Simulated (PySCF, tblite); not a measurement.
# C₈H₉N₄−: geometry, infrared bands and NMR shifts

Wanted: the infrared bands and NMR shifts of C₈H₉N₄− (`CN(C)c1ccc2[n-]nnc2c1`), by calculation.

Programs: tblite 0.8.0 and PySCF 2.14.0, with density-fitted response routines of our own. Each step states its level of theory. These are calculated values for one molecule in the gas phase, unless marked as measured. Atoms count from 0, in the outputs and in this text.

## 1. The starting structure

21 atoms, charge -1, multiplicity 1; geometry from: force field or distance geometry start.

Bonds of the start (Å): C0–N1 1.45, N1–C2 1.45, N1–C3 1.40, C3–C4 1.42, C4–C5 1.40, C5–C6 1.40, C6–N7 1.36, N7–N8 1.37, N8–N9 1.36, N9–C10 1.35, C10–C11 1.40, C11–C3 1.41, C10–C6 1.41, C0–H12 1.08, C0–H13 1.09, C0–H14 1.11, C2–H15 1.10, C2–H16 1.10, C2–H17 1.09, C4–H18 1.09, C5–H19 1.09, C11–H20 1.07.

## 2. Relaxing the molecule with GFN2-xTB

What the job is given:

```
{"job": {"kind": "relax", "xc": "GFN2-xTB", "basis": "xTB"}, "charge": -1, "multiplicity": 1}
C     -2.254400    -1.129600    -0.522200
N     -1.557000    -0.051800     0.155500
C     -2.316800     0.882400     0.960700
C     -0.161500     0.058600     0.048700
C      0.546700     1.082600     0.724300
C      1.934100     1.236200     0.639200
C      2.649500     0.316400    -0.131700
N      3.977800     0.209600    -0.380200
N      4.098000    -0.882100    -1.191200
N      2.892800    -1.464400    -1.454400
C      1.975400    -0.724400    -0.796400
C      0.581200    -0.864400    -0.707500
H     -2.125200    -1.057900    -1.595400
H     -1.923400    -2.109200    -0.171700
H     -3.345900    -1.070500    -0.339800
H     -2.215500     1.906900     0.585300
H     -3.396000     0.660300     0.936900
H     -2.021600     0.851400     2.009000
H      0.020200     1.818600     1.327600
H      2.481200     2.028100     1.152700
H      0.151500    -1.679800    -1.249800
```

Run with:

```bash
$ OMP_NUM_THREADS=1 python probes_run.py task.json out
```

This one command runs all jobs of the session in turn.

**Question.** This job is followed by: GFN2-xTB harmonic vibrations, gas phase; GIAO PBE0/pcSseg-1 NMR shielding, non-relativistic, gas phase. Predict these results of the whole session: strongest single infrared mode (GFN2-xTB); zero-point energy (GFN2-xTB); ¹³C shifts against TMS (PBE0/pcSseg-1, means over atoms taken as alike); ¹H shifts against TMS (PBE0/pcSseg-1, means over atoms taken as alike); ¹⁵N shifts against NH3 (PBE0/pcSseg-1).

**Answer**, as computed:

| quantity | value |
| --- | --- |
| strongest single infrared mode (GFN2-xTB) | 2942 cm⁻¹, 231 km/mol |
| zero-point energy (GFN2-xTB) | 100.8 kcal/mol |
| ¹³C shifts against TMS (PBE0/pcSseg-1, means over atoms taken as alike) | 152.9, 150.0, 146.2, 119.3, 116.0, 105.9, 48.6 ppm |
| ¹H shifts against TMS (PBE0/pcSseg-1, means over atoms taken as alike) | 7.76, 7.37, 6.66, 2.76 ppm |
| ¹⁵N shifts against NH3 (PBE0/pcSseg-1) | 465.7, 362.1, 360.8, 54.6 ppm |

In words: Over 172 steps the energy fell by 0.387 eV; of the close pairs, N7–N8 changed most, 1.365 to 1.313 Å. No mode is imaginary among the 57: a minimum at this level. The strongest single mode, at 2942 cm⁻¹, moves mainly H16 and H14. Unscaled tight-binding wavenumbers are off by several per cent, some by more. Its intensities can rank the bands wrongly. At PBE0/pcSseg-1: The largest span, 599 ppm, is at N8, where the paramagnetic term is -515 ppm. NICS(1)zz of -27 ppm above the planar ring from C3 marks a diatropic (aromatic) ring current. NICS(1)zz of -41 ppm above the planar ring from C6 marks a diatropic (aromatic) ring current.
